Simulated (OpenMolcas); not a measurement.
# Co²⁺ among point charges: CASSCF and CASPT2 levels and susceptibility

Aim: the splitting of the states of Co²⁺ in the field of 6 point charges, its lowest levels with spin-orbit coupling and its magnetic susceptibility.

Method: state-averaged CASSCF and CASPT2, spin-orbit coupling by RASSI with atomic mean-field integrals. Code: OpenMolcas 26.06.

## (1) What is computed

- Species: Co²⁺ (cobalt, Z = 27, 25 electrons)
- Basis: ANO-RCC-VDZP [5s4p2d1f], 34 functions
- Scalar Hamiltonian: DKH2, point nucleus
- Inactive shells: 1s 2s 2p 3s 3p
- Active space: 7 electrons in 5 orbitals (3d)
- Some configurations of this space: 3d7
- Orbitals: optimised for each spin and parity, averaged over all roots

Outer shells as boxes (Hund's rule):

3d7
```
3d [↑↓][↑↓][↑ ][↑ ][↑ ]
```

The ion sits among 6 point charges of -1 e arranged as an octahedron (Oh), 1.65 Å from the ion.

Each step is its own input file, run in one work folder so that later steps find the files of earlier ones. Labels, J, g values, rates, χT and fits are worked out afterwards by a script from the matrices that RASSI stores. The input lists half of the charges; inversion (Group=XYZ) makes the rest.

## (2) One- and two-electron integrals

a.inp reads:

```
&GATEWAY
Coord
1

Co 0.0 0.0 0.0
Basis=ANO-RCC-VDZP
Group=XYZ
NoMove
AngMom=0.0 0.0 0.0
AMFI
XField
3 Angstrom 0
1.650000 0.000000 0.000000 -1.000000
0.000000 1.650000 0.000000 -1.000000
0.000000 0.000000 1.650000 -1.000000
&SEWARD
```

On the command line:

```
OMP_NUM_THREADS=1 MOLCAS_MEM=1689 MOLCAS_PROJECT=a pymolcas a.inp > a.log
```

## (3) Reference wave functions, quartets of even parity, 10 roots

a.inp reads:

```
&RASSCF
FileOrb=start.orb
Symmetry=1
Spin=4
nActEl=7 0 0
Inactive=3 6
Ras2=5 0
CIRoot=10 10 1
SDav=10
CIMx=300
Iter=120 100
PrWF=0.3
OrbListing=Nothing
MaxOrb=0
>>> COPY $Project.JobIph JOB001
```

start.orb holds the contracted functions of the basis, ordered by shell, or the orbitals of the step before.

## (4) Reference wave functions, doublets of even parity, 40 roots

a.inp reads:

```
&RASSCF
FileOrb=start.orb
Symmetry=1
Spin=2
nActEl=7 0 0
Inactive=3 6
Ras2=5 0
CIRoot=40 40 1
SDav=40
CIMx=300
Iter=120 100
PrWF=0.3
OrbListing=Nothing
MaxOrb=0
>>> COPY $Project.JobIph JOB002
```

## (5) State interaction with spin-orbit coupling

a.inp reads:

```
&RASSI
NrOfJobIphs=2 10 40
1 2 3 4 5 6 7 8 9 10
1 2 3 4 5 6 7 8 9 10 11 12 13 14 15 16 17 18 19 20 21 22 23 24 25 26 27
28 29 30 31 32 33 34 35 36 37 38 39 40
IphNames
JOB001
JOB002
EJob
SpinOrbit
DIPRint=1.0
SOCoupling=1000.0
Subsets=2
Property=9
'ANGMOM' 1 'ANGMOM' 2 'ANGMOM' 3 'MLTPL  1' 1 'MLTPL  1' 2 'MLTPL  1' 3
'AMFI' 1 'AMFI' 2 'AMFI' 3
SOProperty=3
'ANGMOM' 1 'ANGMOM' 2 'ANGMOM' 3
```

## (6) CASPT2: IPEA 0.25, imaginary shift 0.1 (closed shells correlated: 3s 3p)

a.inp reads:

```
>>> COPY JOB001 $Project.JobIph
&CASPT2
Multistate=10 1 2 3 4 5 6 7 8 9 10
NoMult
Frozen=2 3
IPEA=0.25
Imaginary=0.1
MaxIter=60
WThr=0.0 0.3 0.05
PrWF=0.5
NoMix
>>> COPY JOB002 $Project.JobIph
&CASPT2
Multistate=40 1 2 3 4 5 6 7 8 9 10 11 12 13 14 15 16 17 18 19 20 21 22
23 24 25 26 27 28 29 30 31 32 33 34 35 36 37 38 39 40
NoMult
Frozen=2 3
IPEA=0.25
Imaginary=0.1
MaxIter=60
WThr=0.0 0.3 0.05
PrWF=0.5
NoMix
```

(Steps that only read results are left out.)

Q: Predict the outcome of this session. Wanted: spin-free ground state; first state of the same spin within the active space; lowest level; next level.

**Answer**, as computed:

```
                                            quantity                                                                        value
                                              method  SS-CASPT2, IPEA 0.25, imaginary shift 0.1 (closed shells correlated: 3s 3p)
                              spin-free ground state                                              4T1, 3-fold in its orbital part
first state of the same spin within the active space                                                             4T2 at 6340 cm⁻¹
                                        lowest level                                              2-fold Γ6, g = 4.51, 4.51, 4.51
                                          next level                                                                   367.2 cm⁻¹
                                         χT at 300 K                                                               3.68 cm³ K/mol
                           effective moment at 300 K                                                                      5.43 μB
```

Cost by method:

| method | time of its own steps | time with the reference |
| --- | --- | --- |
| A. CASSCF | 12 s | 12 s |
| B. SS-CASPT2, IPEA 0.25, imaginary shift 0.1, +3s 3p | 3 s | 15 s |

Times are of one thread on a shared host.

In words: The spin-free ground state (4T1) comes to 99 % from free-ion F terms and keeps the highest spin of the shell. χT at 300 K is 3.68, against 1.88 cm³ K/mol for the spin alone, so orbital moment adds to it. An active space of the d shell alone favours high spin; real ions in strong fields can be low spin. A ligand-field fit to the states below 45000 cm-1 gives 10Dq = 6093 cm-1, B = 1033 cm-1 and C = 4142 cm-1 (C/B = 4.01), with a deviation of 668 cm-1. CASPT2 does not keep the components of a term degenerate, and the means are used. The field of point charges can differ much from that of real complexes. With metal d orbitals alone active, the gaps between spin states are rough; where two lie within a few thousand cm-1, their order is open. Point charges carry no covalency, so the field is a model and not that of real ligands.
